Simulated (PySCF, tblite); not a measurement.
**C6H4Cl2F radical: geometry, infrared bands and EPR parameters**

Wanted: the infrared bands and EPR parameters of C6H4Cl2F radical (`C[C@H]1[C]=C(Cl)C(Cl)=C1F`), by calculation.

Computed with tblite 0.8.0 and PySCF 2.14.0, with density-fitted response routines of our own, on a single molecule in the gas phase. Atoms count from 0, in the outputs and in this text.

### Step 1. The molecule as given

13 atoms, charge 0, multiplicity 2; geometry from: force field or distance geometry start.

Bonds of the start (Å): C0–C1 1.51, C1–C2 1.49, C2–C3 1.31, C3–Cl4 1.76, C3–C5 1.45, C5–Cl6 1.77, C5–C7 1.30, C7–F8 1.36, C7–C1 1.47, C0–H9 1.13, C0–H10 1.09, C0–H11 1.11, C1–H12 1.09.

### Step 2. Relaxing the molecule with GFN2-xTB

The job: settings as JSON, then the geometry in Å.

```
{"job": {"kind": "relax", "xc": "GFN2-xTB", "basis": "xTB"}, "charge": 0, "multiplicity": 2}
C     -1.579300     0.242000     0.624500
C     -0.699500     0.142600    -0.593400
C      0.195900     1.328000    -0.609800
C      1.422500     0.877200    -0.616300
Cl     2.860900     1.888200    -0.628200
C      1.470100    -0.569600    -0.579200
Cl     2.931000    -1.572200    -0.563900
C      0.238900    -0.991500    -0.558200
F     -0.090100    -2.315700    -0.531300
H     -2.561300     0.699100     0.285800
H     -1.129200     0.895900     1.371200
H     -1.769200    -0.771500     1.030000
H     -1.295100     0.147900    -1.510200
```

The run is started by

```console
OMP_NUM_THREADS=1 python probes_run.py task.json out
```

One launch serves the whole session: the jobs run in the order shown.

**Question.** This job is followed by: GFN2-xTB harmonic vibrations, gas phase; UKS B3LYP, pcH-1 on C Cl F H, non-relativistic, mean-field spin-orbit, GIAO. What will the session give for the following? strongest single infrared mode (GFN2-xTB); zero-point energy (GFN2-xTB); g(iso) (B3LYP); ⟨S²⟩; largest a(iso) (averaged by class); potential on the surface of density 0.002 e/bohr³, 1st and 99th percentile.

The runs gave:

| quantity | value |
| --- | --- |
| strongest single infrared mode (GFN2-xTB) | 1654 cm⁻¹, 102 km/mol |
| zero-point energy (GFN2-xTB) | 50.0 kcal/mol |
| g(iso) (B3LYP) | 2.00169 |
| ⟨S²⟩ | 0.766 (exact 0.75) |
| largest a(iso) (averaged by class) | 13C on C2, 484.4 MHz |
| potential on the surface of density 0.002 e/bohr³, 1st and 99th percentile | -0.49 V and 1.20 V |

Over 60 steps the energy fell by 0.524 eV; of the close pairs, C5–Cl6 changed most, 1.772 to 1.699 Å. No mode is imaginary among the 33: a minimum at this level. The strongest single mode, at 1654 cm⁻¹, moves mainly C7 and C5. GFN2-xTB is a fitted tight-binding method: band positions and strengths are rough. Its intensities can rank the bands wrongly. Most of the unpaired spin sits on C2 (1.04 e). The isotropic g lies 0.6 ppt below the free-electron value. The conformer search found further structures of the same energy, which may be mirror or relabelled copies of this one.
